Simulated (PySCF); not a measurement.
# [TaO2Cl2]−: other spin states and a change of charge

Aim: at the relaxed geometry of [TaO2Cl2]−, try other spin states and a change of charge. The species was built from a template and needn't be a known compound.

Computed with PySCF 2.14.0. Level: BP86, Ta def2-SVP with ECP60, O def2-SVP, Cl def2-SVP; scalar-relativistic core potentials, no spin–orbit coupling.

4 further runs of the same task are left out: 2 for a known fault of the program, 2 that didn't finish.

**1. The starting structure**

5 atoms, charge -1, spin multiplicity 1.

Bond lengths: Ta1–O2 1.773 Å, Ta1–O3 1.773 Å, Ta1–Cl4 2.408 Å, Ta1–Cl5 2.408 Å. Angles: O2–Ta1–O3 106.5°, O2–Ta1–Cl4 109.2°, O2–Ta1–Cl5 109.2°, O3–Ta1–Cl4 109.2°, O3–Ta1–Cl5 109.2°, Cl4–Ta1–Cl5 113.2°.

Geometry (Å):

```
Ta    0.0000    0.0000    0.1611
O     1.0043    1.0043    1.2226
O    -1.0043   -1.0043    1.2226
Cl    1.4215   -1.4215   -1.1640
Cl   -1.4215    1.4215   -1.1640
```

Formal oxidation states: Ta +5. An earlier session relaxed this geometry at BP86, Ta def2-SVP with ECP60, O def2-SVP, Cl def2-SVP (singlet, point group C2v).

Its energy there is -1128.019337 Eh.

**2. Multiplicity 3 at the relaxed geometry**

Input file run.py (the lines that set the calculation):

```python
mol = gto.M(atom='''
Ta     0.00000     0.00000     0.16106
O      1.00430     1.00430     1.22256
O     -1.00430    -1.00430     1.22256
Cl     1.42150    -1.42150    -1.16400
Cl    -1.42150     1.42150    -1.16400''',
    basis={'Ta': 'def2-SVP', 'O': 'def2-SVP', 'Cl': 'def2-SVP'},
    ecp={'Ta': 'def2-SVP'},
    charge=-1, spin=2)
mf = dft.UKS(mol, xc='B88,P86')
mf.grids.atom_grid = (50, 194)
mf = mf.density_fit()  # fitting sets: Ta def2-universal-JKFIT, O def2-universal-JKFIT, Cl def2-universal-JKFIT
mf.conv_tol = 1e-08; mf.max_cycle = 55
mf.kernel(dm0)  # dm0: free metal ions and neutral atoms
```

Started as:

```console
OMP_NUM_THREADS=2 python run.py
```

What it wrote:

```text
init E= -1174.32115932916
cycle= 1 E= -1111.22035288448  delta_E= 63.1  |g|= 4.91  |ddm|= 6.17
cycle= 2 E= -975.424928063715  delta_E=  136  |g|= 8.26  |ddm|= 16.8
  HOMO = 0.074496766595  LUMO = 0.079708889609  gap/eV = 0.14183
cycle= 3 E= -1119.47555244396  delta_E= -144  |g|= 3.74  |ddm|=   16
cycle= 4 E= -1113.79399671615  delta_E= 5.68  |g|= 4.51  |ddm|= 8.89
cycle= 5 E= -1125.91504848063  delta_E= -12.1  |g|= 1.85  |ddm|= 7.64
cycle= 6 E= -1127.74391125785  delta_E= -1.83  |g|= 0.445  |ddm|= 3.69
cycle= 7 E= -1127.78521361322  delta_E= -0.0413  |g|= 0.354  |ddm|= 2.05
cycle= 8 E= -1127.81364197328  delta_E= -0.0284  |g|= 0.288  |ddm|= 0.385
cycle= 9 E= -1127.82522018125  delta_E= -0.0116  |g|= 0.244  |ddm|= 0.0738
cycle= 10 E= -1127.84406593599  delta_E= -0.0188  |g|= 0.13  |ddm|= 0.11
cycle= 11 E= -1127.85182807751  delta_E= -0.00776  |g|= 0.0251  |ddm|= 0.118
cycle= 12 E= -1127.85212900205  delta_E= -0.000301  |g|= 0.0121  |ddm|= 0.0743
cycle= 13 E= -1127.85222852563  delta_E= -9.95e-05  |g|= 0.00123  |ddm|= 0.0207
cycle= 14 E= -1127.85222983466  delta_E= -1.31e-06  |g|= 0.000531  |ddm|= 0.00706
cycle= 15 E= -1127.85223002119  delta_E= -1.87e-07  |g|= 0.000126  |ddm|= 0.00102
cycle= 16 E= -1127.85223003042  delta_E= -9.23e-09  |g|= 7.94e-05  |ddm|= 0.000396
Extra cycle  E= -1127.85222987438  delta_E= 1.56e-07  |g|= 0.000585  |ddm|= 0.000567
SCF not converged.
init E= -1174.32115932915
cycle= 1 E= -1112.77291018159  delta_E= 61.5  |g|= 9.51  |ddm|= 5.48
...
cycle= 8 E= -1127.85221432322  delta_E= -2.34e-05  |g|= 0.00266  |ddm|= 0.00881
cycle= 9 E= -1127.85222292741  delta_E= -8.6e-06  |g|= 0.00109  |ddm|= 0.0061
cycle= 10 E= -1127.85222618643  delta_E= -3.26e-06  |g|= 0.00047  |ddm|= 0.00454
cycle= 11 E= -1127.85222751127  delta_E= -1.32e-06  |g|= 0.000708  |ddm|= 0.00312
cycle= 12 E= -1127.85222860106  delta_E= -1.09e-06  |g|= 0.000417  |ddm|= 0.00226
cycle= 13 E= -1127.85222905283  delta_E= -4.52e-07  |g|= 0.000546  |ddm|= 0.00181
cycle= 14 E= -1127.85222935318  delta_E= -3e-07  |g|= 0.000548  |ddm|= 0.00132
cycle= 15 E= -1127.85222956152  delta_E= -2.08e-07  |g|= 0.000512  |ddm|= 0.001
cycle= 16 E= -1127.8522297546  delta_E= -1.93e-07  |g|= 0.000367  |ddm|= 0.000766
cycle= 17 E= -1127.85222985382  delta_E= -9.92e-08  |g|= 0.000307  |ddm|= 0.000586
cycle= 18 E= -1127.85222992276  delta_E= -6.89e-08  |g|= 0.000239  |ddm|= 0.00046
cycle= 19 E= -1127.85222996521  delta_E= -4.24e-08  |g|= 0.000184  |ddm|= 0.000361
cycle= 20 E= -1127.85222998492  delta_E= -1.97e-08  |g|= 0.000175  |ddm|= 0.000275
cycle= 21 E= -1127.85223000044  delta_E= -1.55e-08  |g|= 0.00015  |ddm|= 0.000211
cycle= 22 E= -1127.8522300118  delta_E= -1.14e-08  |g|= 0.000124  |ddm|= 0.000165
cycle= 23 E= -1127.8522300197  delta_E= -7.9e-09  |g|= 9.78e-05  |ddm|= 0.000131
Extra cycle  E= -1127.85222989599  delta_E= 1.24e-07  |g|= 0.000489  |ddm|= 0.00121
SCF not converged.
macro= 0  E= -1127.8522300335  delta_E= -1.37507e-07  |g|= 0.000489107  1 KF 4 JK
macro= 1  E= -1127.8522300335  delta_E= -2.95586e-12  |g|= 2.84867e-05  1 KF 2 JK
macro X = 2  E=-1127.8522300335  |g|= 2.84867e-05  total 3 KF 9 JK
converged SCF energy = -1127.8522300335  <S^2> = 2.0063886  2S+1 = 3.004256
```

Run time: 36 s. Hardware: 2 threads of Arm Neoverse N1, shared host.

Result: E = -1127.852230 Eh (+4.547 eV from the relaxed state), HOMO 2.69 eV, LUMO -2.24 eV (over both spins), ⟨S²⟩ = 2.006, Mulliken charge on Ta1 +0.40 e. The highest filled level lies above zero; it isn't the detachment energy. An empty level of one spin lies below a filled level of the other.

**3. One electron removed, multiplicity 2**

Changes to run.py (the lines that set the calculation) since step 2:

```diff
@@ -8,3 +8,3 @@
     ecp={'Ta': 'def2-SVP'},
-    charge=-1, spin=2)
+    charge=0, spin=1)
 mf = dft.UKS(mol, xc='B88,P86')
@@ -13,2 +13,2 @@
 mf.conv_tol = 1e-08; mf.max_cycle = 55
-mf.kernel(dm0)  # dm0: free metal ions and neutral atoms
+mf.kernel(dm0)  # dm0: the density of the relaxed state
```

Started as:

```console
OMP_NUM_THREADS=2 python run.py
```

What it wrote:

```text
init E= -1128.02287646168
  HOMO = -0.0607228419569  LUMO = -0.0550573337242  gap/eV = 0.15417
cycle= 1 E= -1127.75558375427  delta_E= 0.267  |g|= 0.397  |ddm|= 0.68
cycle= 2 E= -1126.59192714462  delta_E= 1.16  |g|= 1.54  |ddm|= 1.59
  HOMO = -0.331763352213  LUMO = -0.311426513371  gap/eV = 0.55339
cycle= 3 E= -1127.82599495893  delta_E= -1.23  |g|= 0.139  |ddm|= 1.42
cycle= 4 E= -1127.81421981807  delta_E= 0.0118  |g|= 0.178  |ddm|= 0.542
  HOMO = -0.3100682339  LUMO = -0.295946313178  gap/eV = 0.38428
cycle= 5 E= -1127.83569747191  delta_E= -0.0215  |g|= 0.0585  |ddm|= 0.455
  HOMO = -0.30985396046  LUMO = -0.299067763399  gap/eV = 0.29351
cycle= 6 E= -1127.83728825594  delta_E= -0.00159  |g|= 0.0468  |ddm|= 0.0883
  HOMO = -0.308727579221  LUMO = -0.299708428573  gap/eV = 0.24542
cycle= 7 E= -1127.83764367677  delta_E= -0.000355  |g|= 0.0394  |ddm|= 0.0632
  HOMO = -0.308774881947  LUMO = -0.299870406828  gap/eV = 0.24230
cycle= 8 E= -1127.83833699486  delta_E= -0.000693  |g|= 0.00435  |ddm|= 0.0359
  HOMO = -0.309163533208  LUMO = -0.299933760154  gap/eV = 0.25115
cycle= 9 E= -1127.83834813217  delta_E= -1.11e-05  |g|= 0.00101  |ddm|= 0.00805
  HOMO = -0.309184468388  LUMO = -0.299916981075  gap/eV = 0.25218
cycle= 10 E= -1127.83834859033  delta_E= -4.58e-07  |g|= 0.000516  |ddm|= 0.00118
  HOMO = -0.309157506004  LUMO = -0.299910952564  gap/eV = 0.25161
cycle= 11 E= -1127.83834877305  delta_E= -1.83e-07  |g|= 0.000105  |ddm|= 0.0011
  HOMO = -0.309153525754  LUMO = -0.299905855334  gap/eV = 0.25164
...
  HOMO = -0.309154678923  LUMO = -0.199903562  gap/eV = 2.97287
cycle= 28 E= -1127.83834872279  delta_E= -1.81e-08  |g|= 0.000252  |ddm|= 0.00013
  HOMO = -0.309155615793  LUMO = -0.199902372327  gap/eV = 2.97293
cycle= 29 E= -1127.83834873941  delta_E= -1.66e-08  |g|= 0.000209  |ddm|= 0.000118
  HOMO = -0.309155722298  LUMO = -0.199902065195  gap/eV = 2.97294
cycle= 30 E= -1127.83834875087  delta_E= -1.15e-08  |g|= 0.000176  |ddm|= 0.000102
  HOMO = -0.309155881896  LUMO = -0.199902705883  gap/eV = 2.97293
cycle= 31 E= -1127.83834875845  delta_E= -7.59e-09  |g|= 0.000151  |ddm|= 8.67e-05
  HOMO = -0.30915587728  LUMO = -0.199902344856  gap/eV = 2.97294
cycle= 32 E= -1127.8383487645  delta_E= -6.05e-09  |g|= 0.000127  |ddm|= 7.58e-05
  HOMO = -0.309155784836  LUMO = -0.199902655287  gap/eV = 2.97293
cycle= 33 E= -1127.83834876853  delta_E= -4.03e-09  |g|= 0.00011  |ddm|= 6.43e-05
  HOMO = -0.309155679409  LUMO = -0.199902990599  gap/eV = 2.97292
cycle= 34 E= -1127.8383487713  delta_E= -2.77e-09  |g|= 9.67e-05  |ddm|= 5.45e-05
  HOMO = -0.309174812558  LUMO = -0.299862228158  gap/eV = 0.25341
Extra cycle  E= -1127.83834845311  delta_E= 3.18e-07  |g|= 0.000729  |ddm|= 0.00163
SCF not converged.
  HOMO = -0.30904126817  LUMO = -0.300169774082  gap/eV = 0.24141
macro= 0  E= -1127.83834877997  delta_E= -3.26859e-07  |g|= 0.000729025  1 KF 4 JK
macro= 1  E= -1127.83834877996  delta_E= 3.18323e-12  |g|= 3.46712e-05  1 KF 2 JK
macro X = 2  E=-1127.83834877996  |g|= 3.46712e-05  total 3 KF 9 JK
converged SCF energy = -1127.83834877996  <S^2> = 0.76101264  2S+1 = 2.0109825
```

It took 35 s on 2 threads of Arm Neoverse N1, shared host.

Read off: E = -1127.838349 Eh (+4.925 eV from the relaxed state), HOMO -8.41 eV, LUMO -8.16 eV (over both spins), ⟨S²⟩ = 0.761, Mulliken charge on Ta1 +0.83 e. 

**4. Results**

| state | energy from the relaxed state (eV) | ⟨S²⟩ | time |
| --- | --- | --- | --- |
| charge -1, singlet, vacuum (relaxed) | 0 | 0.00 |  |
| charge -1, triplet, vacuum | 4.55 | 2.01 | 36 s |
| charge 0, doublet, vacuum | 4.92 | 0.76 | 35 s |

An electron taken off or put on is at rest in vacuum. 

Removing an electron vertically costs 4.92 eV (doublet), against −HOMO = 1.58 eV. The triplet lies 4.55 eV above at this geometry. These are double-zeta-type bases without diffuse functions. Spin–orbit coupling is left out.
